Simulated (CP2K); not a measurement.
# PBE/DZVP-MOLOPT-SR-GTH (core potential) run of CuCl (cuprous chloride)

Aim: the vertical singlet–triplet gap of CuCl (cuprous chloride) at PBE/DZVP-MOLOPT-SR-GTH (core potential), from 2 runs. 

The calculation is run with CP2K 2026.2.

5 further runs of the same task are left out: 4 that didn't finish, 1 set aside as unsound or not needed.

## (1) The molecule

CuCl has 2 atoms, charge 0, and is taken as a singlet. SMILES: `[Cl][Cu]`. Geometry: relaxed at PBE0-D4/def2-TZVP.

Bond lengths: Cl1–Cu2 2.076 Å.

## (2) A single-point energy at PBE/DZVP-MOLOPT-SR-GTH (core potential)

molecule.inp

```
&GLOBAL
  PROJECT_NAME molecule
  RUN_TYPE ENERGY
  PRINT_LEVEL MEDIUM
&END GLOBAL

&FORCE_EVAL
  METHOD QUICKSTEP
  &DFT
    BASIS_SET_FILE_NAME BASIS_MOLOPT
    POTENTIAL_FILE_NAME GTH_POTENTIALS
    CHARGE 0
    MULTIPLICITY 1
    &QS
      METHOD GPW
      EPS_DEFAULT 1.0E-10
    &END QS
    &MGRID
      CUTOFF 400
      REL_CUTOFF 50
      NGRIDS 4
    &END MGRID
    ! cluster boundary conditions
    &POISSON
      PERIODIC NONE
      POISSON_SOLVER MULTIPOLE
    &END POISSON
    &SCF
      SCF_GUESS ATOMIC
      EPS_SCF 1.0E-06
      MAX_SCF 50
      &OT ON
        MINIMIZER CG
        PRECONDITIONER FULL_SINGLE_INVERSE
      &END OT
      &OUTER_SCF
        EPS_SCF 1.0E-06
        MAX_SCF 8
      &END OUTER_SCF
    &END SCF
    ! functional
    &XC
      &XC_FUNCTIONAL PBE
      &END XC_FUNCTIONAL
    &END XC
    &PRINT
      &MOMENTS
        PERIODIC F
        REFERENCE COM
        MAX_MOMENT 1
      &END MOMENTS
      &MO_CUBES
        NLUMO 1
        NHOMO -1
        WRITE_CUBE F
      &END MO_CUBES
      &HIRSHFELD OFF
      &END HIRSHFELD
    &END PRINT
  &END DFT
  &SUBSYS
    &CELL
      ABC [angstrom] 8.8 7.6 7.9
      PERIODIC NONE
    &END CELL
    &COORD
      Cl     0.898300    -0.345200     0.446400
      Cu    -0.868800     0.285000    -0.442400
    &END COORD
    &TOPOLOGY
      &CENTER_COORDINATES
      &END CENTER_COORDINATES
    &END TOPOLOGY
    &KIND Cl
      BASIS_SET DZVP-MOLOPT-SR-GTH-q7
      POTENTIAL GTH-PBE-q7
    &END KIND
    &KIND Cu
      BASIS_SET DZVP-MOLOPT-SR-GTH-q11
      POTENTIAL GTH-PBE-q11
    &END KIND
  &END SUBSYS
&END FORCE_EVAL
```

On the command line:

```console
$ OMP_NUM_THREADS=1 cp2k.psmp -i molecule.inp -o molecule.out
```

What it wrote:

```text
CP2K| version string:                                       CP2K version 2026.2
[...]
 GLOBAL| Method name                                                        CP2K
[...]
 GLOBAL| Run type                                                         ENERGY
[...]
 DFT| Spin restricted Kohn-Sham (RKS) calculation                            RKS
 DFT| Multiplicity                                                             1
[...]
 DFT| Charge                                                                   0
[...]
 FUNCTIONAL| PBE:
 QS| Method:                                                                 GPW
[...]
 QS| Density cutoff [a.u.]:                                                200.0
[...]
 QS| Relative density cutoff [a.u.]:                                        25.0
[...]
                             - Atoms:                                          2
[...]
                             - Spherical basis functions:                     38
[...]
 Number of electrons:                                                         18
[...]
     1 OT CG       0.80E-01    0.6     0.13787243       -62.4596682006 -6.25E+01
[...]
    30 OT CG       0.23E+00    0.6     0.00000083       -63.0511183848 -6.42E-11
  *** SCF run converged in    30 steps ***
[...]
  Overlap energy of the core charge distribution:               0.00000009381270
  Self energy of the core charge distribution:                -98.11654101366642
  Core Hamiltonian energy:                                     29.69823748489233
  Hartree energy:                                              16.02698132945441
  Exchange-correlation energy:                                -10.65979627925307
  Total energy:                                               -63.05111838476004
[...]
                     Mulliken Population Analysis
 #  Atom  Element  Kind  Atomic population                           Net charge
       1     Cl       1          7.261866                             -0.261866
       2     Cu       2         10.738134                              0.261866
 # Total charge                             18.000000                 -0.000000
[...]
  Dipole moment [Debye]
    X= -0.3461388E+01 Y=  0.1253488E+01 Z= -0.1760370E+01  Total=      4.0806061
[...]
 HOMO - LUMO gap [eV] :    2.056183
 ENERGY| Total FORCE_EVAL ( QS ) energy [hartree]            -63.051118384760045
[...]
```

Run time: 31 s. Hardware: 1 thread of Arm Neoverse V1, shared host; peak memory 0.48 GiB.

## (3) The triplet at the same level

calc.inp

```
&GLOBAL
   PROJECT calc
   RUN_TYPE ENERGY
   PRINT_LEVEL MEDIUM
&END GLOBAL
&FORCE_EVAL
   METHOD Quickstep
   &DFT
      BASIS_SET_FILE_NAME BASIS_MOLOPT
      POTENTIAL_FILE_NAME GTH_POTENTIALS
      MULTIPLICITY 3
      SPIN_POLARIZED T
      &QS
         METHOD GPW
         EPS_DEFAULT 1.0E-10
      &END QS
      &MGRID
         CUTOFF 400
         REL_CUTOFF 50
         NGRIDS 4
      &END MGRID
      &POISSON
         PERIODIC NONE
         POISSON_SOLVER MULTIPOLE
      &END POISSON
      &SCF
         SCF_GUESS ATOMIC
         EPS_SCF 1.0E-06
         MAX_SCF 40
         &OT
            MINIMIZER CG
            PRECONDITIONER FULL_SINGLE_INVERSE
         &END OT
         &OUTER_SCF
            EPS_SCF 1.0E-06
            MAX_SCF 10
         &END OUTER_SCF
      &END SCF
      &XC
         &XC_FUNCTIONAL PBE
         &END XC_FUNCTIONAL
      &END XC
      &PRINT
         &MOMENTS
            PERIODIC F
            REFERENCE COM
            MAX_MOMENT 1
         &END MOMENTS
         &MO_CUBES
            NLUMO 3
            NHOMO -1
            WRITE_CUBE F
         &END MO_CUBES
         &HIRSHFELD OFF
         &END HIRSHFELD
      &END PRINT
   &END DFT
   &SUBSYS
      &CELL
         ABC 8.8 7.6 7.9
         PERIODIC NONE
      &END CELL
      &COORD
         Cl     0.898300    -0.345200     0.446400
         Cu    -0.868800     0.285000    -0.442400
      &END COORD
      &TOPOLOGY
         &CENTER_COORDINATES
         &END CENTER_COORDINATES
      &END TOPOLOGY
      &KIND Cl
         BASIS_SET DZVP-MOLOPT-SR-GTH-q7
         POTENTIAL GTH-PBE-q7
      &END KIND
      &KIND Cu
         BASIS_SET DZVP-MOLOPT-SR-GTH-q11
         POTENTIAL GTH-PBE-q11
      &END KIND
   &END SUBSYS
&END FORCE_EVAL
```

On the command line:

```console
$ OMP_NUM_THREADS=1 cp2k.psmp -i calc.inp -o calc.out
```

What it wrote:

```text
CP2K| version string:                                       CP2K version 2026.2
[...]
 GLOBAL| Method name                                                        CP2K
[...]
 GLOBAL| Run type                                                         ENERGY
[...]
 DFT| Spin unrestricted (spin-polarized) Kohn-Sham calculation               UKS
 DFT| Multiplicity                                                             3
[...]
 DFT| Charge                                                                   0
[...]
 FUNCTIONAL| PBE:
 QS| Method:                                                                 GPW
[...]
 QS| Density cutoff [a.u.]:                                                200.0
[...]
 QS| Relative density cutoff [a.u.]:                                        25.0
[...]
                             - Atoms:                                          2
[...]
                             - Spherical basis functions:                     38
[...]
 Number of electrons:                                                         10
[...]
     1 OT CG       0.80E-01    0.9     0.05259284       -62.7095244301 -6.27E+01
[...]
    38 OT CG       0.24E+00    1.0     0.00000082       -62.9778401472 -2.10E-10
  *** SCF run converged in    38 steps ***
[...]
  Overlap energy of the core charge distribution:               0.00000009381270
  Self energy of the core charge distribution:                -98.11654101366642
  Core Hamiltonian energy:                                     29.29083512221248
  Hartree energy:                                              16.35739442713831
  Exchange-correlation energy:                                -10.50952877670297
  Total energy:                                               -62.97784014720589
[...]
                     Mulliken Population Analysis
 #  Atom  Element  Kind  Atomic population (alpha,beta) Net charge  Spin moment
       1     Cl       1         3.770192     3.368260    -0.138452     0.401932
       2     Cu       2         6.229808     4.631740     0.138452     1.598068
 # Total charge and spin       10.000000     8.000000    -0.000000     2.000000
[...]
  Dipole moment [Debye]
    X= -0.3160546E+00 Y=  0.1810497E+00 Z= -0.1836807E+00  Total=      0.4079315
[...]
 HOMO - LUMO gap [eV] :    0.733153
 ENERGY| Total FORCE_EVAL ( QS ) energy [hartree]            -62.977840147205889
[...]
```

It took 2.1 min on 1 thread of Arm Neoverse V1, shared host; peak memory 0.59 GiB.

## (4) Outcome

At PBE/DZVP-MOLOPT-SR-GTH (core potential):

| quantity | value |
| --- | --- |
| singlet: total energy | -63.05112 Eh |
| singlet: dipole moment | 4.08 D |
| singlet: HOMO energy | -5.87 eV |
| singlet: LUMO energy | -3.82 eV |
| singlet: HOMO–LUMO gap | 2.06 eV |
| triplet: total energy | -62.97784 Eh |
| triplet: dipole moment | 0.41 D |
| triplet: HOMO energy (highest over α and β) | -4.83 eV |
| triplet: ⟨S²⟩ | 2.003 |
| vertical energy of the triplet above the singlet | 1.994 eV |

At this shape the triplet lies 1.99 eV (192 kJ/mol) above the singlet.
